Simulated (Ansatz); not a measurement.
# ClH7N2SSi2: a ladder of functionals and wavefunction methods

One table from this session's results is given with a row withheld; the runs are named, their logs left out.

The runs use Ansatz 0.2.0, Gaussian basis; functionals in def2-TZVPP, the program's frozen cores in correlated methods.

Levels to be run: PBE-D4, r2SCAN-D4, PBE0-D4, B3LYP-D4, ωB97X-V, ωB97M-V, B2PLYP; CCSD(T)/def2-TZVPP; MP2/def2-QZVPP; extrapolation to the limit.

## Structure used throughout

The geometry comes from an earlier relaxation with PBE0-D4 in a triple-zeta def2 set; it is a stationary point, not always the lowest conformer.

SMILES `N[SiH2]S[SiH](N)Cl`, 13 atoms, charge 0, spin multiplicity 1.

Atoms are counted from 1 here; the program's logs count them from 0.

Bond lengths: N1–Si2 1.706 Å, N1–H7 1.007 Å, N1–H8 1.008 Å, Si2–S3 2.170 Å, Si2–H9 1.481 Å, Si2–H10 1.478 Å, S3–Si4 2.108 Å, Si4–N5 1.715 Å, Si4–Cl6 2.056 Å, Si4–H11 1.481 Å, N5–H12 1.009 Å, N5–H13 1.009 Å. Angles: Si2–N1–H7 120.6°, Si2–N1–H8 118.1°, H7–N1–H8 111.8°, N1–Si2–S3 117.7°, N1–Si2–H9 107.9°, N1–Si2–H10 108.6°, S3–Si2–H9 102.7°, S3–Si2–H10 107.3°, H9–Si2–H10 112.8°, Si2–S3–Si4 98.5°, S3–Si4–N5 109.6°, S3–Si4–Cl6 114.4°, S3–Si4–H11 106.0°, N5–Si4–Cl6 104.6°, N5–Si4–H11 116.9°, Cl6–Si4–H11 105.7°, Si4–N5–H12 117.7°, Si4–N5–H13 118.3° and more.

Geometry (Å):

```
N    -0.6422    1.6709   -1.2634
Si   -1.0972    0.0267   -1.3040
S     0.4752   -1.4591   -1.1393
Si    0.8039   -1.3364    0.9392
N     0.9432    0.3090    1.4026
Cl   -0.7375   -2.0684    2.0862
H    -0.1769    2.0928   -2.0505
H    -0.3188    2.0524   -0.3883
H    -1.6698   -0.2536   -2.6410
H    -2.0553   -0.2239   -0.2065
H     1.9638   -2.2125    1.2219
H     1.6642    0.8614    0.9630
H     0.8474    0.5407    2.3801
```

Set-up of the first run:

The input, in.yaml:

```yaml
crystal:
  periodic: [false, false, false]
  atoms:
    - {symbol: N, position_ang: [-0.642202, 1.670870, -1.263375]}
    - {symbol: Si, position_ang: [-1.097182, 0.026707, -1.304015]}
    - {symbol: S, position_ang: [0.475213, -1.459064, -1.139304]}
    - {symbol: Si, position_ang: [0.803890, -1.336442, 0.939180]}
    - {symbol: N, position_ang: [0.943156, 0.308965, 1.402637]}
    - {symbol: Cl, position_ang: [-0.737478, -2.068356, 2.086187]}
    - {symbol: H, position_ang: [-0.176888, 2.092814, -2.050473]}
    - {symbol: H, position_ang: [-0.318839, 2.052421, -0.388273]}
    - {symbol: H, position_ang: [-1.669785, -0.253617, -2.641049]}
    - {symbol: H, position_ang: [-2.055317, -0.223915, -0.206487]}
    - {symbol: H, position_ang: [1.963821, -2.212495, 1.221914]}
    - {symbol: H, position_ang: [1.664167, 0.861439, 0.962971]}
    - {symbol: H, position_ang: [0.847435, 0.540664, 2.380067]}
basis:
  gaussian: {orbitals: def2-TZVPP}
hamiltonian: {xc: pbe, dispersion: d4}
output: {forces: true, orbitals: {seedname: orbitals}}
```

The run is started by

```console
ansatz run in.yaml --threads 2 --pin off --events-out ev --progress --plain --max-ram 22528MiB --backend cuda --devices 0, --max-vram 18GiB
```

Steps of the session up to this table: PBE-D4 (GGA); r2SCAN-D4 (meta-GGA); PBE0-D4 (hybrid); B3LYP-D4 (hybrid); ωB97X-V (range-separated); ωB97M-V (range-separated); B2PLYP (double hybrid); CCSD(T) in def2-TZVPP; MP2 in def2-QZVPP.

One of the session's tables, all rows but one given; the rest of the session is left out.

```
            method  atomisation energy (kJ/mol)
            PBE-D4                       4418.8
         r2SCAN-D4                       4370.0
           PBE0-D4                       4356.3
          B3LYP-D4                       4372.0
           ωB97X-V                       4416.6
           ωB97M-V                            ?
            B2PLYP                       4303.9
     HF/def2-TZVPP                       3076.0
    MP2/def2-TZVPP                       4289.4
   CCSD/def2-TZVPP                       4157.1
CCSD(T)/def2-TZVPP                       4227.2
           MP2/CBS                       4448.3
       CCSD(T)/CBS                       4386.1
```

Q: Estimate the row for ωB97M-V from the others.

**Answer.** atomisation energy (kJ/mol): 4410.3. In the column «atomisation energy (kJ/mol)» it lies between CCSD(T)/CBS (4386.1) and ωB97X-V (4416.6).

Caveats from the session: Free atoms (2 N, 2 Si, 1 S, 1 Cl, 7 H) were run apart at each level; the atomisation energy is their sum less the molecule, without zero-point or spin-orbit terms.
